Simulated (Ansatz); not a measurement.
I need a geometry optimisation of BBrH₂S₂, SMILES SB(S)Br. Use the Python package of Ansatz (0.2.0). Settings: r2SCAN, def2-SVP basis, multiplicity 1.

The script reads `bbrh2s2.xyz`:
```text
6

S    -0.74290    1.48710   -0.27630
B    -0.21250   -0.23400    0.01170
S     1.59340   -0.59210    0.19950
Br   -1.46530   -1.70870    0.11520
H    -0.69190    1.37130   -1.70110
H     1.56130   -0.38750    1.60480
```

`opt.py`:
```python
# -*- coding: utf-8 -*-
"""Geometry optimisation of BBrH2S2."""

import itertools

import ansatz as az
from ase.data import atomic_numbers, covalent_radii
import numpy as np

params = {
    "basis_set": "def2-SVP",
    "xc": "r2scan",
}

system = az.Crystal.molecule_from_extxyz("bbrh2s2.xyz")

calculation = (
    system.calculation()
    .basis(gaussian=params["basis_set"])
    .functional(params["xc"])
)
symbols = [site.symbol for site in system.cartesian_sites]
start = np.array([site.position_ang for site in system.cartesian_sites], dtype=float)
def progress(event):
    if event["event"] == "relax_step":
        row = event["data"]
        print(f"step {row['step']:3d}  E = {row['lagrangian_ev']:.6f} eV  largest force component {row['allowed_force_max_ev_ang']:.4f} eV/A")


r = calculation.relax(force_tolerance=0.01, max_steps=100).session().plan().execute(on_event=progress).report
end = np.array(r["positions_ang"])

print(f"E = {r['free_energy_ev']:.6f} eV = {r['free_energy_ev'] / 27.211386246:.7f} Ha")
print("converged:", r["converged"], " doubts:", r["published_state_doubts"] or "none")

# pairs closer than 1.2 times the sum of covalent radii, before or after
radius = [covalent_radii[atomic_numbers[s]] for s in symbols]
span = lambda where, i, j: np.linalg.norm(where[i] - where[j])
bonded = [(i, j) for i, j in itertools.combinations(range(len(symbols)), 2) if min(span(start, i, j), span(end, i, j)) < 1.2 * (radius[i] + radius[j])]
print("pair        before    after (A)")
for i, j in bonded:
    print(f"{symbols[i]}{i}-{symbols[j]}{j}".ljust(10), f"{span(start, i, j):8.4f} {span(end, i, j):8.4f}")

charges = r["charge_distribution"]
dipole = np.array(charges["dipole_moment_e_ang"]) * 4.803205
print("dipole (D): {:.3f} {:.3f} {:.3f}, length {:.3f}".format(*dipole, np.linalg.norm(dipole)))
print("atom  Mulliken   Lowdin")
for symbol, m, l in zip(symbols, charges["mulliken_charges_e"], charges["lowdin_charges_e"]):
    print(f"{symbol:4s} {m:9.3f} {l:8.3f}")
```

```console
$ python opt.py
step   1  E = -92409.553108 eV  largest force component 1.6803 eV/A
step   2  E = -92409.698326 eV  largest force component 0.6313 eV/A
step   3  E = -92409.731388 eV  largest force component 0.2058 eV/A
step   4  E = -92409.818140 eV  largest force component 0.7834 eV/A
step   5  E = -92409.963449 eV  largest force component 1.0481 eV/A
step   6  E = -92410.144407 eV  largest force component 1.0729 eV/A
step   7  E = -92410.315925 eV  largest force component 1.1625 eV/A
step   8  E = -92410.482354 eV  largest force component 0.8280 eV/A
step   9  E = -92410.600804 eV  largest force component 1.4293 eV/A
step  10  E = -92410.696282 eV  largest force component 0.8451 eV/A
step  11  E = -92410.808226 eV  largest force component 1.0952 eV/A
step  12  E = -92410.860335 eV  largest force component 0.4199 eV/A
step  13  E = -92410.837006 eV  largest force component 0.2898 eV/A
step  14  E = -92410.904674 eV  largest force component 0.1320 eV/A
step  15  E = -92410.909114 eV  largest force component 0.0269 eV/A
step  16  E = -92410.909227 eV  largest force component 0.0182 eV/A
step  17  E = -92410.909236 eV  largest force component 0.0014 eV/A
E = -92410.909243 eV = -3396.0382763 Ha
converged: True  doubts: none
pair        before    after (A)
S0-B1        1.8239   1.8032
S0-H4        1.4304   1.3513
B1-S2        1.8506   1.8009
B1-Br3       1.9378   1.9267
S2-H5        1.4205   1.3540
dipole (D): 0.134 1.252 -0.241, length 1.282
atom  Mulliken   Lowdin
S       -0.088    0.352
B        0.047   -1.001
S       -0.067    0.369
Br      -0.108    0.271
H        0.114    0.006
H        0.102    0.003
```

What to keep in mind:
- Total energies depend on the basis set; only differences at equal settings carry meaning.
- The end point is the stationary point reached from this start; no frequency run checks that it is a minimum, and the basis set is modest.
- The Löwdin charges here are taken after orthogonalising the functions within each atom; they differ from plain Löwdin charges, and their signs can be unphysical.
- Run time: 82 s on 1 thread of AMD EPYC 7B13 (Zen 3), with other jobs on the host, peak memory 0.23 GiB.
